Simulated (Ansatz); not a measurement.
Crystal: ScRu3.

```
CELL_PARAMETERS angstrom
3.93844 0.00000 0.00000
0.00000 3.93844 0.00000
0.00000 0.00000 3.93844
ATOMIC_POSITIONS crystal
Ru 0.50000 0.50000 0.00000
Ru 0.50000 0.00000 0.50000
Ru 0.00000 0.50000 0.50000
Sc 0.00000 0.00000 0.00000
```

The cell comes from a database or a generator and needn't be the stable form of this composition.

| Quantity | Value |
| --- | --- |
| Program | Ansatz 0.2.0 |
| Task | single point |
| Functional | PBE |
| Potentials or basis | Ansatz PAW |
| Cutoff | 420 eV (not typed: the program's choice for these potentials) |
| k mesh | 7 × 7 × 7 |
| Occupations | fermi-dirac, width 0.05 eV |
| Spin | no spin polarisation |

On this cell: pressure -1.7 GPa; largest force zero by symmetry; band gap on the k mesh none (metal or under the smearing width).

The same run follows on a disturbed copy (atoms moved at random, drawn with an rms of 0.05 Å):

```
Ru Sc
1.0
     3.93844    0.00000    0.00000
     0.00000    3.93844    0.00000
     0.00000    0.00000    3.93844
Ru Sc
3 1
Cartesian
  1.9833 1.9466 -0.0002
  1.9732 0.0087 1.9716
  -0.0270 1.9570 1.9167
  -0.0020 0.0057 0.0306
```

Question: What does the disturbed cell give?

Answer: The energy (extrapolated to zero smearing) moves by +5.9 meV/atom; pressure -1.4 GPa; largest force 0.576 eV/Å; band gap on the k mesh none (metal or under the smearing width).

Forces in eV/Å, atoms in the order of the input:
```
Ru  -0.131  0.177 -0.113
Ru  -0.082 -0.074  0.186
Ru   0.071  0.131  0.433
Sc   0.142 -0.234 -0.507
```

Stress tensor (GPa, compression positive):
```
-1.46  0.01  0.04
 0.01 -1.20  0.04
 0.04  0.04 -1.57
```
